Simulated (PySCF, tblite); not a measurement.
**C4H13GeN: geometry, infrared bands and NMR shifts**

Aim: predict the infrared bands and NMR shifts of C4H13GeN (`CC(C)(C)[NH][GeH3]`).

The runs use tblite 0.8.0 and PySCF 2.14.0, with density-fitted response routines of our own; the level of theory stands in each step. All values are computed, except where a source is named. Atoms are numbered from 0 throughout.

## 1. Starting geometry

19 atoms, charge 0, multiplicity 1; geometry from: force field or distance geometry start.

Bonds of the start (Å): C0–C1 1.50, C1–C2 1.53, C1–C3 1.51, C1–N4 1.43, N4–Ge5 1.83, C0–H6 1.11, C0–H7 1.13, C0–H8 1.12, C2–H9 1.10, C2–H10 1.11, C2–H11 1.11, C3–H12 1.13, C3–H13 1.11, C3–H14 1.10, N4–H15 1.05, Ge5–H16 1.55, Ge5–H17 1.54, Ge5–H18 1.57.

## 2. Geometry optimisation with GFN2-xTB

The job: settings as JSON, then the geometry in Å.

```
{"job": {"kind": "relax", "xc": "GFN2-xTB", "basis": "xTB"}, "charge": 0, "multiplicity": 1}
C     -0.073500    -0.767400     1.381100
C     -0.383400    -0.218900     0.020700
C     -1.504500    -1.030400    -0.621400
C     -0.910900     1.194600     0.154000
N      0.697200    -0.311300    -0.905900
Ge     2.245800     0.561000    -0.485200
H      0.451000    -1.750700     1.352600
H      0.565200    -0.086000     2.010100
H     -1.023100    -0.871100     1.971800
H     -2.446400    -0.866600    -0.071500
H     -1.231000    -2.105500    -0.669900
H     -1.631700    -0.661900    -1.661400
H     -1.976900     1.162600     0.540000
H     -0.980500     1.633700    -0.865000
H     -0.339300     1.845900     0.830100
H      0.323600    -0.104100    -1.866300
H      2.292000     1.946000    -1.179900
H      2.470500     0.766900     1.027000
H      3.446200    -0.327600    -0.968400
```

Started as:

```
$ OMP_NUM_THREADS=1 python probes_run.py task.json out
```

This one command runs all jobs of the session in turn.

**Question.** This job is followed by: GFN2-xTB harmonic vibrations, gas phase; GIAO PBE0/pcSseg-1 NMR shielding, non-relativistic, gas phase. Predict these results of the whole session: strongest single infrared mode (GFN2-xTB); zero-point energy (GFN2-xTB); ¹³C shifts against TMS (PBE0/pcSseg-1, means over atoms taken as alike); ¹H shifts against TMS (PBE0/pcSseg-1, means over atoms taken as alike); ¹⁵N shifts against NH3 (PBE0/pcSseg-1); ⁷³Ge shifts against GeMe4 (PBE0/pcSseg-1).

**Answer**, as computed:

```
                                                               quantity                  value
                              strongest single infrared mode (GFN2-xTB)  2071 cm⁻¹, 479 km/mol
                                           zero-point energy (GFN2-xTB)          99.0 kcal/mol
¹³C shifts against TMS (PBE0/pcSseg-1, means over atoms taken as alike)         51.0, 34.1 ppm
 ¹H shifts against TMS (PBE0/pcSseg-1, means over atoms taken as alike)  4.36, 1.21, -0.37 ppm
                                 ¹⁵N shifts against NH3 (PBE0/pcSseg-1)               47.5 ppm
                              ⁷³Ge shifts against GeMe4 (PBE0/pcSseg-1)               -173 ppm
```

Relaxing lowered the energy by 0.555 eV in 148 steps; the close pair that moved most is Ge5–H18, from 1.570 to 1.493 Å. No mode is imaginary among the 51: a minimum at this level. The strongest single mode, at 2071 cm⁻¹, moves mainly H18. Unscaled tight-binding wavenumbers are off by several per cent, some by more. Its intensities can rank the bands wrongly. The most deshielded carbon is C1 (fully substituted sp3 carbon bonded to N), at 51.0 ppm: pulled downfield by the heteroatom. At PBE0/pcSseg-1: The largest span, 291 ppm, is at Ge5, where the paramagnetic term is -1253 ppm. Spin-orbit coupling is left out, which matters for shieldings and couplings at and beside the heavy atoms.
